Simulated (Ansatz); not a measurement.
# C2H4INSi: up Jacob's ladder to CCSD(T)

How much do the methods differ for C2H4INSi? The plan is to run it at one geometry with functionals of several rungs and with coupled cluster, and see how far each lands from CCSD(T) at the basis-set limit for the atomisation energy.

The runs use Ansatz 0.2.0, Gaussian basis; functionals in def2-TZVPP, the program's frozen cores in correlated methods.

Levels to be run: PBE-D4, r2SCAN-D4, PBE0-D4, B3LYP-D4, ωB97X-V, ωB97M-V, B2PLYP; CCSD(T)/def2-TZVPP; MP2/def2-QZVPP; extrapolation to the limit.

### 1 The relaxed structure

All runs share one geometry, relaxed beforehand with PBE0-D4 in a triple-zeta def2 set. I takes the def2 core potential; no spin-orbit term is included.

SMILES `C=C1N[SiH]1I`, 9 atoms, charge 0, spin multiplicity 1.

Atoms are counted from 1 here; the program's logs count them from 0.

Bond lengths: C1–C2 1.324 Å, C1–H6 1.086 Å, C1–H7 1.081 Å, C2–N3 1.407 Å, C2–Si4 1.805 Å, N3–Si4 1.698 Å, N3–H8 1.008 Å, Si4–I5 2.419 Å, Si4–H9 1.475 Å. Angles: C2–C1–H6 121.7°, C2–C1–H7 120.2°, H6–C1–H7 118.1°, C1–C2–N3 136.9°, C1–C2–Si4 160.2°, N3–C2–Si4 62.4°, C2–N3–Si4 70.4°, C2–N3–H8 128.0°, Si4–N3–H8 151.3°, C2–Si4–N3 47.2°, C2–Si4–I5 121.0°, C2–Si4–H9 127.2°, N3–Si4–I5 121.3°, N3–Si4–H9 118.6°, I5–Si4–H9 108.7°.

### 2 PBE-D4 (GGA)

The input, in.yaml:

```yaml
crystal:
  periodic: [false, false, false]
  atoms:
    - {symbol: C, position_ang: [0.890625, 1.085884, -1.048527]}
    - {symbol: C, position_ang: [0.355447, 0.187391, -0.236381]}
    - {symbol: N, position_ang: [-0.165269, -1.114705, -0.345111]}
    - {symbol: Si, position_ang: [-0.409877, -0.532619, 1.231519]}
    - {symbol: I, position_ang: [-2.594633, 0.190305, 1.977612]}
    - {symbol: H, position_ang: [1.025302, 0.889579, -2.107645]}
    - {symbol: H, position_ang: [1.208956, 2.045081, -0.664467]}
    - {symbol: H, position_ang: [-0.492483, -1.584386, -1.174236]}
    - {symbol: H, position_ang: [0.270433, -1.212731, 2.350037]}
basis:
  gaussian: {orbitals: def2-TZVPP}
hamiltonian: {xc: pbe, dispersion: d4}
output: {forces: true, orbitals: {seedname: orbitals}}
```

Launch:

```
> ansatz run in.yaml --threads 4 --pin off --events-out ev --progress --plain --max-ram 10444MiB
```

Further steps of the session: r2SCAN-D4 (meta-GGA); PBE0-D4 (hybrid); B3LYP-D4 (hybrid); ωB97X-V (range-separated); ωB97M-V (range-separated); B2PLYP (double hybrid); CCSD(T) in def2-TZVPP; MP2 in def2-QZVPP.

**Question.** What will the summary of the whole plan be? Wanted: atomisation energy, CCSD(T)/CBS; farthest; mean size of error, hybrid; mean size of error, range-separated; gap, smallest and largest; T1 diagnostic; triples share of the correlation energy.

As calculated:

| quantity | value |
| --- | --- |
| atomisation energy, CCSD(T)/CBS | 3276.1 kJ/mol |
| functionals within 32.8 kJ/mol (1.0 %) | r2SCAN-D4, B3LYP-D4, ωB97X-V, ωB97M-V |
| farthest | PBE-D4 (+117.0 kJ/mol) |
| mean size of error, hybrid | 18.3 kJ/mol |
| mean size of error, range-separated | 8.6 kJ/mol |
| gap, smallest and largest | 3.62 eV (PBE-D4), 9.85 eV (ωB97X-V) |
| T1 diagnostic | 0.0116 |
| triples share of the correlation energy | 3.7 % |

What this shows: PBE-D4 is off by +117.0 kJ/mol. Double hybrids carry the basis error of their MP2 part in triple zeta, and no dispersion term here, so their miss is partly the set-up's. Misses under about 32.8 kJ/mol are within the doubt on the reference itself, which lacks core-valence correlation, spin-orbit coupling and higher excitations, and its outer-core shells are covered unevenly. All levels share the lack of spin-orbit coupling, which lowers the free heavy atoms and so the true binding. Hartree-Fock recovers 68 % of the binding; the rest is correlation. The gap grows from 3.6 to 9.9 eV across the functionals, mostly with the share of exact exchange. Correlated methods include outer-core shells of I, which these sets cover unevenly.
